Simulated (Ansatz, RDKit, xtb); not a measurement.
**C4H6BBrSi: which of the isomers drawn lies lowest?**

A sample of isomers of C4H6BBrSi is drawn. Aim: find which of them has the lowest free energy at 298.15 K, then its properties. The sample is small against all isomers, and the most stable one of this formula need not be in it.

Plan: many cheap relaxations first (GFN2-xTB), then density-functional screening, relaxation at r2SCAN-D4/def2-SVP, vibrations (at GFN2-xTB) and a final energy. The numbers are computed, not measured.

## 1. Possible bonding patterns

Isomers were taken from a list of plausible structures; this is a sample, not all of them. That gives 11 candidates.

```tsv
label	SMILES	spin
c058	BC1=CC=C(Br)[SiH2]1	singlet
c109	BC1=C(Br)[SiH2]C=C1	singlet
c126	BC1=CC(Br)=C[SiH2]1	singlet
c213	B[Si]1(Br)C=CC=C1	singlet
c283	BC1=C[SiH2]C(Br)=C1	singlet
c330	BC1=CC=C[Si@@H]1Br	singlet
c426	B[Si@@H]1C=CC(Br)=C1	singlet
c530	B[Si@@H]1C=CC=C1Br	singlet
c587	BC1=C[Si@@H](Br)C=C1	singlet
c856	BC1=C(Br)C=C[SiH2]1	singlet
c940	BC1=C[SiH2]C=C1Br	singlet
```

Candidates are built by distance geometry, with a force field where one applies, in up to four conformers (letters a to d).

**Question.** With final energies at CCSD(T)/def2-SVP + MP2/def2-TZVPP - MP2/def2-SVP, which structure will this search put lowest in free energy, and by what margin?

| quantity | value |
| --- | --- |
| lowest structure found | BC1=CC=C[Si@@H]1Br, singlet |
| next finalist | BC1=C[Si@@H](Br)C=C1, singlet, 3.8 kcal/mol higher in G |
| share at equilibrium, among the finalists | 99.8 % |

The search ends on `BC1=CC=C[Si@@H]1Br`. The margin of 3.8 kcal/mol over the next finalist is beyond the usual error of the last level; it says nothing of structures that weren't ranked. GFN2-xTB, HF/STO-3G, r2SCAN-D4/def2-SVP, r2SCAN-D4/def2-SVP, relaxed, HF/def2-SVP and MP2/def2-SVP already put its bonding pattern lowest among the structures in one piece. The search is not exhaustive (a finite list of starts, one conformer a finalist), so a lower isomer can't be ruled out. Only 11 drawn patterns were tried, so whole families of isomers are missing, and the result ranks this sample alone.
